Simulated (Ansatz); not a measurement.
## HfB: band structure with PBEsol+D4

The system is HfB.

```
Hf B
1.0
     0.00000    2.31000    2.31000
     2.31000    0.00000    2.31000
     2.31000    2.31000    0.00000
Hf B
1 1
Direct
  0.50000 0.50000 0.50000
  0.00000 0.00000 0.00000
```

| Quantity | Value |
| --- | --- |
| Program | Ansatz 0.2.0 |
| Task | band structure |
| Functional | PBEsol |
| Dispersion | D4 |
| Potentials or basis | PseudoDojo stringent (PBEsol files) |
| Cutoff | 1796 eV |
| Density cutoff | 7184 eV |
| k mesh | 10 × 10 × 10 |
| Occupations | methfessel-paxton, width 0.1 eV |
| Spin | no spin polarisation |
| Path | [["G", "X", "W", "K", "G", "L", "U", "W", "L", "K"], ["U", "X"]] |
| Points for each segment of the path | 14 |

| Quantity | Value |
| --- | --- |
| Pressure | 20.3 GPa |
| Band gap on the k mesh | none (metal or under the smearing width) |

Levels at the corners of the path, in eV from the Fermi level:
```tsv
point	band 11	band 12	band 13	band 14	band 15	band 16	band 17	band 18	band 19	band 20
Γ	-9.61	-9.55	2.15	2.15	2.15	4.09	4.09	4.09	4.18	4.18
X	-9.63	-6.70	-1.14	-0.90	2.46	2.46	6.21	7.84	7.84	9.35
W	-9.63	-5.59	-1.32	-1.32	-1.27	5.53	5.53	7.86	7.98	11.20
K	-9.62	-5.80	-2.16	-1.18	0.31	3.13	6.81	7.98	9.98	9.99
Γ	-9.61	-9.55	2.15	2.15	2.15	4.09	4.09	4.09	4.18	4.18
L	-9.60	-5.03	-3.95	-1.38	-1.38	6.47	6.47	7.53	8.53	13.98
U	-9.62	-5.80	-2.16	-1.18	0.31	3.13	6.81	7.98	9.98	9.99
W	-9.63	-5.59	-1.32	-1.32	-1.27	5.53	5.53	7.86	7.98	11.20
L	-9.60	-5.03	-3.95	-1.38	-1.38	6.47	6.47	7.53	8.53	13.98
K	-9.62	-5.80	-2.16	-1.18	0.31	3.13	6.81	7.98	9.98	9.99
U	-9.62	-5.80	-2.16	-1.18	0.31	3.13	6.81	7.98	9.98	9.99
X	-9.63	-6.70	-1.14	-0.90	2.46	2.46	6.21	7.84	7.84	9.35
```

It took 8.5 s on 1 thread of AMD EPYC 9R45 96-Core Processor (Zen 5) (shared host), peak memory 0.69 GiB.

Caveat: so large a pressure means that the cell lies far from this level's equilibrium, or that cutoff or potentials fall short; spin-orbit coupling is left out, which moves the levels of the heavy elements; pairwise dispersion overbinds metals, which lowers pressure and volume.
